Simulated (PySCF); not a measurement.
# BrFGeH2: the cost of one run

Programs: PySCF 2.14.0, with density-fitted response routines of our own. Each step states its level of theory. These are calculated values for one molecule in the gas phase, unless marked as measured. Atoms count from 0, in the outputs and in this text.

## 1. The molecule as given

5 atoms, charge 0, multiplicity 1; geometry from: GFN2-xTB.

Bonds of the start (Å): F0–Ge1 1.74, Ge1–Br2 2.26, Ge1–H3 1.50, Ge1–H4 1.50.

## 2. Geometry optimisation at PBE0-D3(BJ)/def2-SVP

Job settings and geometry (Å):

```
{"job": {"xc": "PBE0", "basis": "def2-SVP", "d3": "d3bj", "grid": 1, "kind": "geom"}, "charge": 0, "multiplicity": 1}
F     -0.904856     1.394823    -0.133547
Ge    -0.107956    -0.144380     0.004393
Br     2.104178     0.292432     0.034967
H     -0.578724    -0.673538     1.328565
H     -0.504021    -0.866486    -1.251563
```

Run with:

```sh
> OMP_NUM_THREADS=1 python probes_run.py task.json out
```

The driver reads the jobs from task.json and runs them one after another.

Q: Estimate the wall time and peak memory of this first job on 1 thread of Arm Neoverse V1, shared host.

About 12 s, with a peak of 0.36 GiB.
